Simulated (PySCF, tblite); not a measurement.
# C4H11FSi3: geometry, infrared bands and NMR shifts

Wanted: the infrared bands and NMR shifts of C4H11FSi3 (`C[SiH2]C1=CC[SiH2][Si@H]1F`), by calculation.

Computed with tblite 0.8.0 and PySCF 2.14.0, with density-fitted response routines of our own, on a single molecule in the gas phase. Atoms are numbered from 0 throughout.

### 1 The molecule as given

19 atoms, charge 0, multiplicity 1; geometry from: force field or distance geometry start.

Bonds of the start (Å): C0–Si1 1.89, Si1–C2 1.87, C2–C3 1.30, C3–C4 1.45, C4–Si5 1.86, Si5–Si6 2.28, Si6–F7 1.66, Si6–C2 1.84, C0–H8 1.13, C0–H9 1.11, C0–H10 1.10, Si1–H11 1.46, Si1–H12 1.47, C3–H13 1.14, C4–H14 1.12, C4–H15 1.12, Si5–H16 1.46, Si5–H17 1.44, Si6–H18 1.47.

### 2 Optimising the geometry with GFN2-xTB

What the job is given:

```
{"job": {"kind": "relax", "xc": "GFN2-xTB", "basis": "xTB"}, "charge": 0, "multiplicity": 1}
C      2.848200    -0.133500     0.739400
Si     1.833000     1.021500    -0.353600
C      0.063400     0.415200    -0.362600
C     -0.489600    -0.225300    -1.343300
C     -1.870000    -0.650200    -1.252100
Si    -2.395000    -1.007400     0.491400
Si    -1.049900     0.735700     1.069100
F     -0.338600     0.548300     2.556500
H      2.161400    -0.963400     1.088700
H      3.193700     0.350600     1.679800
H      3.663400    -0.595700     0.159300
H      2.362900     1.092000    -1.716500
H      1.872600     2.345200     0.281400
H      0.133600    -0.483200    -2.262800
H     -2.043500    -1.584200    -1.836200
H     -2.557600     0.143800    -1.627300
H     -1.864300    -2.260900     1.025100
H     -3.775900    -0.744900     0.787300
H     -1.757600     2.005700     0.869100
```

Command:

```sh
$ OMP_NUM_THREADS=1 python probes_run.py task.json out
```

This one command runs all jobs of the session in turn.

**Question.** This job is followed by: GFN2-xTB harmonic vibrations, gas phase; GIAO PBE0/pcSseg-1 NMR shielding, non-relativistic, gas phase. Predict these results of the whole session: strongest single infrared mode (GFN2-xTB); zero-point energy (GFN2-xTB); 13C shifts against TMS (PBE0/pcSseg-1); 1H shifts against TMS (PBE0/pcSseg-1, means over atoms taken as alike); 29Si shifts against TMS (PBE0/pcSseg-1); 19F shifts against CFCl3 (PBE0/pcSseg-1); surface potential, 1st and 99th percentile.

**Answer**, as computed:

```
                                                              quantity                                                     value
                             strongest single infrared mode (GFN2-xTB)                                     2262 cm⁻¹, 459 km/mol
                                          zero-point energy (GFN2-xTB)                                             81.3 kcal/mol
                                13C shifts against TMS (PBE0/pcSseg-1)                              172.8, 150.9, 23.3, -4.1 ppm
1H shifts against TMS (PBE0/pcSseg-1, means over atoms taken as alike)  7.65, 6.11, 4.76, 4.56, 3.84, 3.55, 2.30, 2.03, 0.39 ppm
                               29Si shifts against TMS (PBE0/pcSseg-1)                                    35.8, -39.2, -87.4 ppm
                              19F shifts against CFCl3 (PBE0/pcSseg-1)                                                -217.0 ppm
                                 surface potential, 1st and 99th percentile                                        -1.14 V and 1.14 V
```

**Reading.** The optimisation took 150 steps and gained 0.808 eV; among the close pairs (by a distance rule), C4–Si5 changed most, from 1.856 to 1.919 Å. No mode is imaginary among the 51: a minimum at this level. The strongest single mode, at 2262 cm⁻¹, moves mainly H18. Unscaled tight-binding wavenumbers are off by several per cent, some by more. Its intensities can rank the bands wrongly. The most deshielded hydrogen is H13 (hydrogen on an alkene CH), at 7.65 ppm: attached to an sp2 carbon and in the plane of the double bond. At PBE0/pcSseg-1: The widest tensor belongs to C3: span 241 ppm, with a paramagnetic part of -242 ppm. At PBE0/pcSseg-1, counted by nearest atom on the grid, the HOMO lies on C2 24 %; Si5, Si6 about 18 % each, the LUMO on C3 24 %; Si6 17 %.
